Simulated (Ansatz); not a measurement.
# Al₂Cl₂H₆N₂: how energies converge with the basis set

How large a basis does Al₂Cl₂H₆N₂ need? Two functionals and correlated methods are run in growing sets.

Method: one geometry, several basis sets; program: Ansatz 0.2.0, Gaussian basis.

The runs, in order: PBE0-D4/def2-SVP; ωB97M-V/def2-SVP; PBE0-D4/def2-QZVPP; ωB97M-V/def2-QZVPP; CCSD(T)/cc-pV(D+d)Z; CCSD(T)/cc-pV(T+d)Z; MP2/cc-pV(Q+d)Z; the functionals' def2-TZVPP values are taken from earlier runs.

## 1. The relaxed structure

The geometry comes from an earlier relaxation with PBE0-D4 in a triple-zeta def2 set; it is a stationary point, not always the lowest conformer.

12 atoms, charge 0, spin multiplicity 1.

Atoms are counted from 1 here; the program's logs count them from 0.

Bond lengths: Cl1–Al2 2.120 Å, Al2–N3 1.943 Å, Al2–N6 1.943 Å, Al2–H7 1.579 Å, N3–Al4 1.943 Å, N3–H8 1.016 Å, N3–H9 1.014 Å, Al4–Cl5 2.120 Å, Al4–N6 1.943 Å, Al4–H10 1.579 Å, N6–H11 1.016 Å, N6–H12 1.014 Å. Angles: Cl1–Al2–N3 108.7°, Cl1–Al2–N6 108.7°, Cl1–Al2–H7 121.2°, N3–Al2–N6 87.9°, N3–Al2–H7 112.7°, N6–Al2–H7 112.7°, Al2–N3–Al4 92.0°, Al2–N3–H8 113.3°, Al2–N3–H9 115.5°, Al4–N3–H8 113.3°, Al4–N3–H9 115.5°, H8–N3–H9 106.9°, N3–Al4–Cl5 108.7°, N3–Al4–N6 87.9°, N3–Al4–H10 112.7°, Cl5–Al4–N6 108.7°, Cl5–Al4–H10 121.2°, N6–Al4–H10 112.7° and more.

## 2. PBE0-D4 in def2-SVP

File in.yaml:

```yaml
crystal:
  periodic: [false, false, false]
  atoms:
    - {symbol: Cl, position_ang: [-1.769441, -1.764962, 1.606826]}
    - {symbol: Al, position_ang: [-0.013856, -1.307346, 0.510368]}
    - {symbol: N, position_ang: [0.657545, 0.416994, 1.103360]}
    - {symbol: Al, position_ang: [0.232309, 1.246601, -0.601521]}
    - {symbol: Cl, position_ang: [-1.345802, 2.631026, -0.307168]}
    - {symbol: N, position_ang: [-0.527221, -0.453259, -1.157800]}
    - {symbol: H, position_ang: [1.132775, -2.376287, 0.320833]}
    - {symbol: H, position_ang: [0.134313, 0.806327, 1.881842]}
    - {symbol: H, position_ang: [1.636773, 0.436973, 1.366027]}
    - {symbol: H, position_ang: [1.519795, 1.638949, -1.427209]}
    - {symbol: H, position_ang: [-1.532283, -0.417876, -1.299121]}
    - {symbol: H, position_ang: [-0.124916, -0.857151, -1.996437]}
basis:
  gaussian: {orbitals: def2-SVP}
hamiltonian: {xc: pbe0, dispersion: d4}
output: {orbitals: {seedname: orbitals}}
```

The run is started by

```console
$ ansatz run in.yaml --threads 2 --pin off --events-out ev --progress --plain --max-ram 32768MiB --backend cpu
```

The log of the run:

```text
Functional definition: PBE0
  name "PBE0"
  cite "Adamo & Barone, J. Chem. Phys. 110, 6158 (1999) doi:10.1063/1.478522"
  cite "Perdew, Burke & Ernzerhof, Phys. Rev. Lett. 77, 3865 (1996) doi:10.1103/PhysRevLett.77.3865"
  parent pbe
  parameter a = 0.25
  parameter kappa = 0.804
  parameter beta = 0.06672455060314922
  exchange = (1 - a)*pbe_x(kappa = kappa, mu = beta*pi^2/3) + a*exact_x
  correlation = pbe_c(beta = beta)
1228 factors; integrals over basis functions are off by at most 1.2e-3 eV
mean field evaluation 1: about -41284.6757 eV, gradient 6.5e1 eV
mean field evaluation 2: about -41278.0311 eV, gradient 8.3e1 eV
mean field evaluation 4: about -41292.9566 eV, gradient 2.4e0 eV
mean field evaluation 8: about -41293.1669 eV, gradient 1.7e-1 eV
mean field evaluation 16: about -41293.1670 eV, gradient 3.6e-5 eV
mean field -41293.16699955 eV, -1517.4958977194 hartree, gradient 3.6e-5 eV, S^2 0.000000; 0 other end points of the search recorded, 0 dependent functions left out
reference -41293.16703347 eV, -1517.4958989660 hartree; 40, 40 occupied and 90, 90 virtual orbitals, 1228 factors
Total energy: -41293.49614781 eV, -1517.5079936951 hartree
```

Wall time 3 s (2 threads of AMD EPYC 7R13, shared host).

## 3. ωB97M-V in def2-SVP

Edit in.yaml of step 2 so:

```diff
@@ -17,3 +17,3 @@
   gaussian: {orbitals: def2-SVP}
-hamiltonian: {xc: pbe0, dispersion: d4}
+hamiltonian: {xc: {name: wB97M-V}}
 output: {orbitals: {seedname: orbitals}}
```

Launched as before.

The log of the run, shortened:

```text
Functional definition: wB97M-V
  name "wB97M-V"
  cite "Mardirossian & Head-Gordon, J. Chem. Phys. 144, 214110 (2016) doi:10.1063/1.4952647"
  cite "Becke, J. Chem. Phys. 107, 8554 (1997) doi:10.1063/1.475007"
  cite "Vydrov & Van Voorhis, J. Chem. Phys. 133, 244103 (2010) doi:10.1063/1.3521275"
  # Of w^i u^j: cxij and so on, Table III.
[...]
  gx(w, u) = 1 - cx + cx01*u + cx10*w
  gss(w, u) = css00 + css04*u^4 + css10*w + css20*w^2 + css43*w^4*u^3
  gos(w, u) = cos00 + cos10*w + (cos20 + cos21*u)*w^2 + (cos60 + cos61*u)*w^6
[...]
      + integral(e_c_pw_mod_opposite_spin*gos(b97_w_opposite, b97_u_opposite)) + vv10(b, c)
1228 factors; integrals over basis functions are off by at most 1.2e-3 eV
375 factors; integrals over basis functions are off by at most 6.7e-6 eV
[...]
mean field -41307.95675820 eV, -1518.0394113251 hartree, gradient 2.1e-5 eV, S^2 0.000000; 0 other end points of the search recorded, 0 dependent functions left out
reference -41307.95681265 eV, -1518.0394133263 hartree; 40, 40 occupied and 90, 90 virtual orbitals, 1228 factors
Total energy: -41307.95681265 eV, -1518.0394133263 hartree
```

It took 10 s on 2 threads of AMD EPYC 7R13, shared host.

## 4. PBE0-D4 in def2-QZVPP

Edit in.yaml of step 3 so:

```diff
@@ -16,4 +16,4 @@
 basis:
-  gaussian: {orbitals: def2-SVP}
-hamiltonian: {xc: {name: wB97M-V}}
+  gaussian: {orbitals: "def2-QZVPP.json"}
+hamiltonian: {xc: pbe0, dispersion: d4}
 output: {orbitals: {seedname: orbitals}}
```

The run is started by

```console
$ ansatz run in.yaml --threads 2 --pin off --events-out ev --progress --plain --max-ram 32768MiB --backend cuda --devices 0, --max-vram 18GiB
```

The log of the run:

```text
Functional definition: PBE0
  name "PBE0"
  cite "Adamo & Barone, J. Chem. Phys. 110, 6158 (1999) doi:10.1063/1.478522"
  cite "Perdew, Burke & Ernzerhof, Phys. Rev. Lett. 77, 3865 (1996) doi:10.1103/PhysRevLett.77.3865"
  parent pbe
  parameter a = 0.25
  parameter kappa = 0.804
  parameter beta = 0.06672455060314922
  exchange = (1 - a)*pbe_x(kappa = kappa, mu = beta*pi^2/3) + a*exact_x
  correlation = pbe_c(beta = beta)
2272 factors; their error is unknown
mean field evaluation 1: about -41298.9746 eV, gradient 8.2e1 eV
mean field evaluation 2: about -41285.7193 eV, gradient 1.1e2 eV
mean field evaluation 4: about -41311.2212 eV, gradient 4.8e0 eV
mean field evaluation 8: about -41311.2676 eV, gradient 3.6e-2 eV
mean field evaluation 16: about -41311.3060 eV, gradient 1.6e-5 eV
mean field -41311.30598950 eV, -1518.1624933051 hartree, gradient 1.6e-5 eV, S^2 0.000000; 0 other end points of the search recorded, 0 dependent functions left out
reference -41311.30603687 eV, -1518.1624950460 hartree; 40, 40 occupied and 534, 534 virtual orbitals, 2272 factors
Total energy: -41311.63515122 eV, -1518.1745897751 hartree
```

Run time: 7.5 s. Hardware: 1 × H100 (card shared with other runs) with 2 threads of AMD EPYC 7R13, shared host; peak host memory 1.1 GiB.

## 5. ωB97M-V in def2-QZVPP

Edit in.yaml of step 4 so:

```diff
@@ -17,3 +17,3 @@
   gaussian: {orbitals: "def2-QZVPP.json"}
-hamiltonian: {xc: pbe0, dispersion: d4}
+hamiltonian: {xc: {name: wB97M-V}}
 output: {orbitals: {seedname: orbitals}}
```

Same command.

The log of the run, shortened:

```text
Functional definition: wB97M-V
  name "wB97M-V"
  cite "Mardirossian & Head-Gordon, J. Chem. Phys. 144, 214110 (2016) doi:10.1063/1.4952647"
  cite "Becke, J. Chem. Phys. 107, 8554 (1997) doi:10.1063/1.475007"
  cite "Vydrov & Van Voorhis, J. Chem. Phys. 133, 244103 (2010) doi:10.1063/1.3521275"
  # Of w^i u^j: cxij and so on, Table III.
[...]
  gx(w, u) = 1 - cx + cx01*u + cx10*w
  gss(w, u) = css00 + css04*u^4 + css10*w + css20*w^2 + css43*w^4*u^3
  gos(w, u) = cos00 + cos10*w + (cos20 + cos21*u)*w^2 + (cos60 + cos61*u)*w^6
[...]
      + integral(e_c_pw_mod_opposite_spin*gos(b97_w_opposite, b97_u_opposite)) + vv10(b, c)
2154 factors; their error is unknown
495 factors; integrals over basis functions are off by at most 1.3e-5 eV
[...]
mean field -41326.00829761 eV, -1518.7027931625 hartree, gradient 2.7e-5 eV, S^2 0.000000; 0 other end points of the search recorded, 0 dependent functions left out
reference -41326.00837474 eV, -1518.7027959970 hartree; 40, 40 occupied and 534, 534 virtual orbitals, 2154 factors
Total energy: -41326.00837474 eV, -1518.7027959970 hartree
```

Run time: 14 s. Hardware: 1 × H100 (card shared with other runs) with 2 threads of AMD EPYC 7R13, shared host; peak host memory 1.2 GiB.

## 6. Density functionals: the series

The def2-TZVPP values come from earlier runs at the same geometry.

```
functional       basis  functions  energy (eV)  from the largest (eV)  HOMO (eV)  LUMO (eV)
   PBE0-D4    def2-SVP        130  -41293.4961                 18.139      -8.21       0.27
   PBE0-D4  def2-TZVPP        314  -41310.2971                  1.338      -8.31      -0.13
   PBE0-D4  def2-QZVPP        574  -41311.6352                  0.000      -8.34      -0.41
   ωB97M-V    def2-SVP        130  -41307.9568                 18.052     -10.38       1.91
   ωB97M-V  def2-TZVPP        314  -41324.7410                  1.267     -10.53       1.29
   ωB97M-V  def2-QZVPP        574  -41326.0084                  0.000     -10.57       0.61
```

## 7. CCSD(T) in cc-pV(D+d)Z

Edit in.yaml of step 5 so:

```diff
@@ -16,4 +16,3 @@
 basis:
-  gaussian: {orbitals: "def2-QZVPP.json"}
-hamiltonian: {xc: {name: wB97M-V}}
-output: {orbitals: {seedname: orbitals}}
+  gaussian: {orbitals: "cc-pV(D+d)Z.json"}
+correlation: {method: ccsd_t}
```

Launched as before.

The log of the run, shortened:

```text
Functional definition: HF
  name "HF"
  cite "Fock, Z. Phys. 61, 126 (1930) doi:10.1007/BF01340294"
  parent pbe
[...]
1500 factors; integrals over basis functions are off by at most 1.3e-3 eV
[...]
mean field -41240.80189697 eV, -1515.5715156942 hartree, gradient 1.3e-6 eV, S^2 0.000000; 0 other end points of the search recorded, 0 dependent functions left out
22 core orbitals not correlated: weight in the atoms' cores, before any rotation towards them, 1.000 or more for the frozen orbitals, at most 0.000 for the correlated occupied ones
reference -41240.80189697 eV, -1515.5715156942 hartree; 18, 18 occupied and 110, 110 virtual orbitals, 1500 factors
second order -20.63433810 eV of doubles, -0.00000000 eV of singles
cycle   1  -21.80012913 eV  change    -1.2e0 eV  update   8.9e-2
[...]
cycle   8  -22.36009352 eV  change   -2.1e-7 eV  update   1.8e-5
perturbative correction -0.53252081 eV, -0.0195697788 hartree
Total energy: -41263.69451131 eV, -1516.4128037538 hartree
```

Run time: 7 s. Hardware: 1 × H100 (card shared with other runs) with 2 threads of AMD EPYC 7R13, shared host; peak host memory 0.77 GiB.

## 8. CCSD(T) in cc-pV(T+d)Z

Edit in.yaml of step 7 so:

```diff
@@ -16,3 +16,4 @@
 basis:
-  gaussian: {orbitals: "cc-pV(D+d)Z.json"}
+  gaussian: {orbitals: "cc-pV(T+d)Z.json"}
 correlation: {method: ccsd_t}
+output: {orbitals: {seedname: orbitals}}
```

The command is unchanged.

The log of the run, shortened:

```text
Functional definition: HF
  name "HF"
  cite "Fock, Z. Phys. 61, 126 (1930) doi:10.1007/BF01340294"
  parent pbe
[...]
1748 factors; integrals over basis functions are off by at most 1.6e-3 eV
[...]
mean field -41243.30264909 eV, -1515.6634166395 hartree, gradient 3.9e-6 eV, S^2 0.000000; 0 other end points of the search recorded, 0 dependent functions left out
22 core orbitals not correlated: weight in the atoms' cores, before any rotation towards them, 1.000 or more for the frozen orbitals, at most 0.000 for the correlated occupied ones
reference -41243.30264909 eV, -1515.6634166395 hartree; 18, 18 occupied and 260, 260 virtual orbitals, 1748 factors
second order -26.59682592 eV of doubles, -0.00000000 eV of singles
cycle   1  -27.64190966 eV  change    -1.0e0 eV  update   9.3e-2
[...]
cycle   8  -28.31501297 eV  change    5.2e-7 eV  update   2.1e-5
perturbative correction -1.09171148 eV, -0.0401196569 hartree
Total energy: -41272.70937354 eV, -1516.7440938305 hartree
```

Run time: 13 s. Hardware: 1 × H100 (card shared with other runs) with 2 threads of AMD EPYC 7R13, shared host; peak host memory 0.86 GiB.

## 9. MP2 in cc-pV(Q+d)Z

Edit in.yaml of step 8 so:

```diff
@@ -16,4 +16,3 @@
 basis:
-  gaussian: {orbitals: "cc-pV(T+d)Z.json"}
-correlation: {method: ccsd_t}
-output: {orbitals: {seedname: orbitals}}
+  gaussian: {orbitals: "cc-pV(Q+d)Z.json"}
+correlation: {method: mp2}
```

Launched as before.

The log of the run:

```text
Functional definition: HF
  name "HF"
  cite "Fock, Z. Phys. 61, 126 (1930) doi:10.1007/BF01340294"
  parent pbe
  exchange = exact_x
  correlation = 0
3270 factors; integrals over basis functions are off by at most 9.5e-4 eV
mean field evaluation 1: about -41238.7827 eV, gradient 4.7e1 eV
mean field evaluation 2: about -41238.8985 eV, gradient 4.7e1 eV
mean field evaluation 4: about -41243.8215 eV, gradient 3.8e0 eV
mean field evaluation 8: about -41243.8799 eV, gradient 1.9e-1 eV
mean field -41243.88006756 eV, -1515.6846363767 hartree, gradient 3.9e-6 eV, S^2 0.000000; 0 other end points of the search recorded, 0 dependent functions left out
22 core orbitals not correlated: weight in the atoms' cores, before any rotation towards them, 1.000 or more for the frozen orbitals, at most 0.000 for the correlated occupied ones
reference -41243.88006756 eV, -1515.6846363767 hartree; 18, 18 occupied and 506, 506 virtual orbitals, 3270 factors
second order -28.82419725 eV of doubles, -0.00000000 eV of singles
Total energy: -41272.70426481 eV, -1516.7439060879 hartree
```

It took 8.5 s on 1 × H100 (card shared with other runs) with 2 threads of AMD EPYC 7R13, shared host; peak host memory 1.1 GiB.

The pieces so far (eV):

```
      basis           HF  MP2 correlation  CCSD correlation      (T)              total
cc-pV(D+d)Z  -41240.8019         -20.6343          -22.3601  -0.5325        -41263.6945
cc-pV(T+d)Z  -41243.3026         -26.5968          -28.3150  -1.0917        -41272.7094
cc-pV(Q+d)Z  -41243.8801         -28.8242                             -41272.7043 (MP2)
```

## 10. Extrapolating to the complete basis

No new run: Hartree-Fock is extrapolated as exp(−5.46√X) and correlation as X^−3.05, with X = 3 and 4; only MP2 was run in the larger set, so CCSD(T) minus MP2 is added from the smaller one.

```
  level  energy at the limit (eV)
     HF               -41244.0540
    MP2               -41274.4639
   CCSD               -41276.1821
CCSD(T)               -41277.2738
```

```
      basis  HF above its limit (eV)  share of the MP2 correlation limit (%)
cc-pV(D+d)Z                    3.252                                    67.9
cc-pV(T+d)Z                    0.751                                    87.5
cc-pV(Q+d)Z                    0.174                                    94.8
```

## 11. Results

| quantity | value |
| --- | --- |
| MP2 correlation recovered, cc-pV(D+d)Z | 67.9 % |
| MP2 correlation recovered, cc-pV(T+d)Z | 87.5 % |
| MP2 correlation recovered, cc-pV(Q+d)Z | 94.8 % |
| CCSD(T) limit from def2 sets (earlier runs) less the limit of this series | -199 meV |
| PBE0-D4: double and triple zeta above quadruple | 18.14, 1.34 eV |
| ωB97M-V: double and triple zeta above quadruple | 18.05, 1.27 eV |

What this shows: For PBE0-D4 the step from double to triple zeta gains 16.80 eV and the next only 1.34 eV. Correlation climbs from 68 % (cc-pV(D+d)Z) to 95 % (cc-pV(Q+d)Z) of the limit; Hartree-Fock is 0.174 eV from its own by then. A limit from the def2 sets, made apart, differs by 199 meV, a least measure of the doubt on such a limit. Total energies overstate the basis error of differences, where much of it tends to cancel. The LUMO of ωB97M-V is positive and keeps falling with the basis (1.91 to 0.61 eV): an unbound level that the basis holds in place.
